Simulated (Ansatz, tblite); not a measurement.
**Cyclo-(Cl2GeSe)3 (Ge3Se3Cl6): which spin state is lowest**

Is the singlet the ground state of cyclo-(Cl2GeSe)3 (Ge3Se3Cl6)? Other spin states are computed and compared level by level.

Program: Ansatz 0.2.0, Gaussian basis. Level of theory: as each input shows. These are calculated values, not measurements.

Levels to be run: triplet, at the geometry of the singlet (GFN1-xTB, GFN2-xTB, PBE0-D4/def2-TZVP, PBE-D4/def2-TZVP, r2SCAN-D4/def2-TZVP); the singlet's energies come from earlier runs.

### 1 The geometry

The geometry is that of the singlet, from an earlier relaxation (PBE-D4/def2-SVP).

12 atoms, charge 0, spin multiplicity 1.

Bond lengths: Ge1–Cl2 2.166 Å, Ge1–Cl3 2.164 Å, Ge1–Se4 2.373 Å, Ge1–Se12 2.373 Å, Se4–Ge5 2.373 Å, Ge5–Cl6 2.166 Å, Ge5–Cl7 2.164 Å, Ge5–Se8 2.373 Å, Se8–Ge9 2.373 Å, Ge9–Cl10 2.166 Å, Ge9–Cl11 2.164 Å, Ge9–Se12 2.373 Å. Angles: Cl2–Ge1–Cl3 108.9°, Cl2–Ge1–Se4 103.6°, Cl2–Ge1–Se12 103.6°, Cl3–Ge1–Se4 111.5°, Cl3–Ge1–Se12 111.5°, Se4–Ge1–Se12 117.0°, Ge1–Se4–Ge5 98.7°, Se4–Ge5–Cl6 103.6°, Se4–Ge5–Cl7 111.5°, Se4–Ge5–Se8 116.9°, Cl6–Ge5–Cl7 108.9°, Cl6–Ge5–Se8 103.6°, Cl7–Ge5–Se8 111.5°, Ge5–Se8–Ge9 98.7°, Se8–Ge9–Cl10 103.6°, Se8–Ge9–Cl11 111.5°, Se8–Ge9–Se12 116.9°, Cl10–Ge9–Cl11 108.9° and more.

Coordinates:

```xyz
12

Ge    0.0918    2.0808   -0.0632
Cl    0.7602    4.1196   -0.3616
Cl   -1.9115    2.1135    0.7558
Se    1.6526    1.2055    1.4950
Ge    0.8302   -1.0169    1.6177
Cl    2.2167   -1.9993    2.9612
Cl   -1.1512   -1.0816    2.4863
Se    0.9540   -2.3194   -0.3618
Ge   -0.5326   -1.0578   -1.7140
Cl   -0.4773   -2.0803   -3.6228
Cl   -2.5541   -1.1234   -0.9431
Se    0.1213    1.1593   -2.2495
```

### 2 Triplet at the fixed geometry, GFN1-xTB

Tight binding, by tblite at 300 K electronic temperature and without a spin-polarisation term:

```python
tblite.interface.Calculator('GFN1-xTB', numbers, positions, charge=0, uhf=2).singlepoint()
```

Energy -1114.6481 eV; 0.097 s.

### 3 Triplet at the fixed geometry, GFN2-xTB

Tight binding, by tblite at 300 K electronic temperature and without a spin-polarisation term:

```python
tblite.interface.Calculator('GFN2-xTB', numbers, positions, charge=0, uhf=2).singlepoint()
```

Energy -1171.3525 eV; 0.11 s.

### 4 Triplet at the fixed geometry, PBE0-D4/def2-TZVP

The input, in.yaml:

```yaml
crystal:
  periodic: [false, false, false]
  atoms:
    - {symbol: Ge, position_ang: [0.091830, 2.080825, -0.063172]}
    - {symbol: Cl, position_ang: [0.760173, 4.119610, -0.361630]}
    - {symbol: Cl, position_ang: [-1.911489, 2.113516, 0.755788]}
    - {symbol: Se, position_ang: [1.652593, 1.205460, 1.495043]}
    - {symbol: Ge, position_ang: [0.830234, -1.016898, 1.617718]}
    - {symbol: Cl, position_ang: [2.216657, -1.999306, 2.961206]}
    - {symbol: Cl, position_ang: [-1.151247, -1.081587, 2.486304]}
    - {symbol: Se, position_ang: [0.954030, -2.319401, -0.361780]}
    - {symbol: Ge, position_ang: [-0.532644, -1.057849, -1.713984]}
    - {symbol: Cl, position_ang: [-0.477309, -2.080306, -3.622840]}
    - {symbol: Cl, position_ang: [-2.554117, -1.123352, -0.943110]}
    - {symbol: Se, position_ang: [0.121289, 1.159299, -2.249544]}
basis:
  gaussian: {orbitals: def2-TZVP, fitting: {mean_field: def2-universal-jkfit}}
magnetization: {spin_polarized: true, initial_magnetization: 2}
hamiltonian: {xc: pbe0, dispersion: d4}
scf: {omitted_lower_state_checks: [starts]}
output: {orbitals: {seedname: orbitals}}
```

Run with:

```console
> ansatz run in.yaml --threads 2 --pin off --events-out ev --progress --plain --max-ram 32768MiB --backend cuda --devices 0, --max-vram 18GiB
```

What it wrote:

```text
Functional definition: PBE0
  name "PBE0"
  cite "Adamo & Barone, J. Chem. Phys. 110, 6158 (1999) doi:10.1063/1.478522"
  cite "Perdew, Burke & Ernzerhof, Phys. Rev. Lett. 77, 3865 (1996) doi:10.1103/PhysRevLett.77.3865"
  parent pbe
  parameter a = 0.25
  parameter kappa = 0.804
  parameter beta = 0.06672455060314922
  exchange = (1 - a)*pbe_x(kappa = kappa, mu = beta*pi^2/3) + a*exact_x
  correlation = pbe_c(beta = beta)
these checks for a lower state are left out or cut short: starts
2364 factors; integrals over basis functions are off by at most 3.1e-1 eV
mean field evaluation 1: about -440678.1239 eV, gradient 3.1e1 eV
mean field evaluation 2: about -440664.8837 eV, gradient 5.9e1 eV
mean field evaluation 4: about -440681.4821 eV, gradient 5.7e0 eV
mean field evaluation 8: about -440681.7982 eV, gradient 6.2e-1 eV
mean field evaluation 16: about -440681.8884 eV, gradient 4.5e-1 eV
mean field -440681.96104640 eV, -16194.7633634936 hartree, gradient 4.8e-6 eV, S^2 2.010926; 0 other end points of the search recorded, 0 dependent functions left out
reference -440681.96109120 eV, -16194.7633651398 hartree; 151, 149 occupied and 359, 361 virtual orbitals, 2364 factors
Total energy: -440683.01511896 eV, -16194.8020999456 hartree
Checks for a lower state left out: starts
```

Wall time 35 s (1 × H100 (card shared with other runs) with 2 threads of AMD EPYC 7R13, shared host); peak host memory 1.1 GiB.

From the report: HOMO -4.42 eV, LUMO -6.54 eV (over both spins; with the spin held, an empty level of the minority spin lies below the top filled one); ⟨S²⟩ 2.011 (pure: 2.00).

### 5 Triplet at the fixed geometry, PBE-D4/def2-TZVP

start.molden holds the orbitals of an earlier run on this state, given as this run's starting guess.

Edit in.yaml of step 4 so:

```diff
@@ -16,5 +16,5 @@
 basis:
-  gaussian: {orbitals: def2-TZVP, fitting: {mean_field: def2-universal-jkfit}}
+  gaussian: {orbitals: def2-TZVP, fitting: {mean_field: def2-universal-jkfit}, initial_orbitals: start.molden}
 magnetization: {spin_polarized: true, initial_magnetization: 2}
-hamiltonian: {xc: pbe0, dispersion: d4}
+hamiltonian: {xc: pbe, dispersion: d4}
 scf: {omitted_lower_state_checks: [starts]}
```

Same command.

What it wrote:

```text
Functional definition: PBE
  name "PBE"
  cite "Perdew, Burke & Ernzerhof, Phys. Rev. Lett. 77, 3865 (1996) doi:10.1103/PhysRevLett.77.3865"
  parent pbe
  parameter kappa = 0.804
  parameter beta = 0.06672455060314922
  exchange = pbe_x(kappa = kappa, mu = beta*pi^2/3)
  correlation = pbe_c(beta = beta)
these checks for a lower state are left out or cut short: starts
2364 factors; integrals over basis functions are off by at most 3.1e-1 eV
mean field evaluation 1: about -440665.5088 eV, gradient 1.9e1 eV
mean field evaluation 2: about -440665.9531 eV, gradient 6.6e-1 eV
mean field evaluation 4: about -440665.9915 eV, gradient 3.9e-1 eV
mean field evaluation 8: about -440666.0047 eV, gradient 2.2e-1 eV
mean field evaluation 16: about -440666.0136 eV, gradient 2.1e-5 eV
mean field -440666.01359351 eV, -16194.1773054095 hartree, gradient 2.5e-6 eV, S^2 2.003133; 0 other end points of the search recorded, 0 dependent functions left out
reference -440666.01365299 eV, -16194.1773075954 hartree; 151, 149 occupied and 359, 361 virtual orbitals, 2364 factors
Total energy: -440667.18665900 eV, -16194.2204147712 hartree
Checks for a lower state left out: starts
```

It took 26 s on 1 × H100 (card shared with other runs) with 2 threads of AMD EPYC 7R13, shared host; peak host memory 1.1 GiB.

Report: HOMO -3.81 eV, LUMO -6.96 eV (over both spins; with the spin held, an empty level of the minority spin lies below the top filled one); ⟨S²⟩ 2.003 (pure: 2.00).

### 6 Triplet at the fixed geometry, r2SCAN-D4/def2-TZVP

Edit in.yaml of step 5 so:

```diff
@@ -18,3 +18,3 @@
 magnetization: {spin_polarized: true, initial_magnetization: 2}
-hamiltonian: {xc: pbe, dispersion: d4}
+hamiltonian: {xc: r2scan, dispersion: d4}
 scf: {omitted_lower_state_checks: [starts]}
```

Launched as before.

What it wrote (excerpt; [...] marks lines left out):

```text
Functional definition: r2SCAN
  name "r2SCAN"
  cite "Furness, Kaplan, Ning, Perdew & Sun, J. Phys. Chem. Lett. 11, 8208 (2020) doi:10.1021/acs.jpclett.0c02405"
  cite "Furness, Kaplan, Ning, Perdew & Sun, J. Phys. Chem. Lett. 11, 9248 (2020) doi:10.1021/acs.jpclett.0c03077"
  parent r2scan
[...]
2364 factors; integrals over basis functions are off by at most 3.1e-1 eV
[...]
mean field -440745.05196165 eV, -16197.0819118643 hartree, gradient 7.3e-6 eV, S^2 2.007600; 0 other end points of the search recorded, 0 dependent functions left out
reference -440745.05197896 eV, -16197.0819125005 hartree; 151, 149 occupied and 359, 361 virtual orbitals, 2364 factors
Total energy: -440745.34458845 eV, -16197.0926657011 hartree
Checks for a lower state left out: starts
```

Wall time 42 s (1 × H100 (card shared with other runs) with 2 threads of AMD EPYC 7R13, shared host); peak host memory 1.2 GiB.

Report: HOMO -3.92 eV, LUMO -7.13 eV (over both spins; with the spin held, an empty level of the minority spin lies below the top filled one); ⟨S²⟩ 2.008 (pure: 2.00).

### 7 Triplet less singlet, vertical

The singlet's energies are those of its earlier runs, whose logs aren't repeated here.

```
              level  triplet less singlet, vertical (kcal/mol)    time
           GFN1-xTB                                      +97.5  0.15 s
           GFN2-xTB                                      +62.0  0.17 s
   PBE-D4/def2-TZVP                                      +73.0    37 s
r2SCAN-D4/def2-TZVP                                      +78.9    56 s
  PBE0-D4/def2-TZVP                                      +84.1    52 s
```

Times add the two runs; a level without a time comes out of a correlated run. Tight binding without a spin term can't rank spin states.

### 8 Outcome

| quantity | value |
| --- | --- |
| triplet less singlet, vertical, functionals in def2-TZVP | +73.0 (PBE-D4) to +84.1 kcal/mol (PBE0-D4) |

**Reading.** All functionals put the triplet above the singlet, over a spread of 11.0 kcal/mol. The checks for a lower triplet were left out, so another state of that spin may lie lower. These are electronic energies, without zero-point motion, entropy or surroundings.
